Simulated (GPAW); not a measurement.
The system is BiTe.

```
Bi Te
1.0
     2.42271    1.39875    3.31729
    -2.42271    1.39875    3.31729
     0.00000   -2.79750    3.31729
Bi Te
1 1
Direct
  0.50000 0.50000 0.50000
  0.00000 0.00000 0.00000
```

The cell comes from a database or a generator and needn't be the stable form of this composition.

Base run:

```yaml
Program: GPAW 26.7.0
Functional: r2SCAN
Potentials_or_basis: GPAW PAW data sets (gpaw-data 1.2.1)
Cutoff: 500 eV
Basis: pw
k_mesh: 6 × 6 × 6
Occupations: fermi-dirac, width 0.05 eV
Spin: no spin polarisation
```

Its results: band gap on the k mesh none (metal or under the smearing width); pressure -1.0 GPa.

Q: The run is repeated on the same cell with these changes: functional from r2SCAN to PBE; cutoff from 500 eV to 450 eV. What comes out?

A: Band gap on the k mesh none (metal or under the smearing width); pressure -0.5 GPa.

Caveats: the cutoff is short for stress and forces, so pressures can be off by a GPa or more; spin-orbit coupling is left out, which moves the levels of the heavy elements; the PAW data sets were made with another functional, which shifts forces and pressure a little (some runs).
